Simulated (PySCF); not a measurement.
# GaI: bond curves at several levels of theory

One job finds the state of GaI, follows it along the bond with each method and fits the curves.

Computed with PySCF 2.14.0. Level: Ga x2c-TZVPPall, I x2c-TZVPPall, spin-free X2C with a Gaussian nucleus.

**1. The job**

A driver script around PySCF takes these settings:

```json
{
  "atoms": "Ga, I",
  "charge": "0",
  "basis": "Ga x2c-TZVPPall, I x2c-TZVPPall",
  "Hamiltonian": "spin-free X2C with a Gaussian nucleus",
  "basis functions": "108",
  "electrons treated": "84",
  "masses in u": "68.9256, 126.9045",
  "levels": "PBE0, PBE, r²SCAN, revPBE, B97-3, BLYP, B3LYP, HSE06, HF, MP2, SCS-MP2, CCSD, CCSD(T)",
  "grid": "80 radial by 434 angular points",
  "occupations": "held fixed by the projection of orbital angular momentum",
  "dissociation limit": "Ga + I, each in its ground configuration",
  "starting distance in angstrom": "2.515",
  "values of 2S to try": "0, 2"
}
```

Run with:

```bash
OMP_NUM_THREADS=2 python dia.py task.json out
```

Further steps of the session: First curve: PBE0; Higher solutions at PBE0; PBE (GGA); r²SCAN; revPBE; B97-3; BLYP; B3LYP; HSE06; RHF (mean field); Correlated methods on the Hartree–Fock reference.

What does the calculation give? Wanted: for each run, Re; ωe; De; μ.

As calculated:

Lowest PBE0 solution found, without spin–orbit coupling: ¹Σ⁺ (singlet), closed shell. State 2 has its PBE0 minimum 3.14 eV higher. The other levels ran on the lowest alone.

```csv
level,Re (Å),ωe (cm⁻¹),De (eV),μ (D)
RHF,2.627,207.7,2.70,-3.01
RHF-MP2,2.554,228.4,3.91,n/a
RHF-SCS-MP2,2.571,223.8,3.75,n/a
RHF-CCSD,2.573,223.7,3.59,n/a
RHF-CCSD(T),2.570,224.8,3.72,n/a
PBE,2.603,211.3,3.94,-2.37
revPBE,2.620,206.7,3.74,-2.48
BLYP,2.636,201.9,3.74,-2.54
r²SCAN,2.578,219.0,3.88,-2.28
B3LYP,2.614,208.7,3.71,-2.65
PBE0,2.586,216.8,3.82,-2.51
B97-3,2.610,211.6,3.75,-2.71
HSE06,2.589,215.9,3.85,-2.51
```

De is counted to Ga + I in their ground configurations. A positive dipole means Ga(−)I(+).

Differences from CCSD(T) in the same basis:

```csv
level,Re (mÅ),ωe (%)
RHF,+57,-7.6
RHF-MP2,-16,+1.6
RHF-SCS-MP2,0,-0.5
RHF-CCSD,+3,-0.5
PBE,+33,-6.0
revPBE,+50,-8.1
BLYP,+66,-10.2
r²SCAN,+8,-2.6
B3LYP,+43,-7.2
PBE0,+16,-3.5
B97-3,+40,-5.9
HSE06,+19,-4.0
```

**Reading.** Judged by CCSD(T) in the same basis: best bond length RHF-SCS-MP2 (0 mÅ), worst BLYP (+66 mÅ); best wavenumber RHF-SCS-MP2 and RHF-CCSD (-0.5 %), worst BLYP (-10.2 %). Of the levels with a De here, RHF gives the least (2.70 eV) and PBE the most (3.94 eV).

Correlated steps freeze 27 core orbitals. These are scalar-relativistic numbers at best; spin–orbit coupling would shift them, the dissociation energy most.
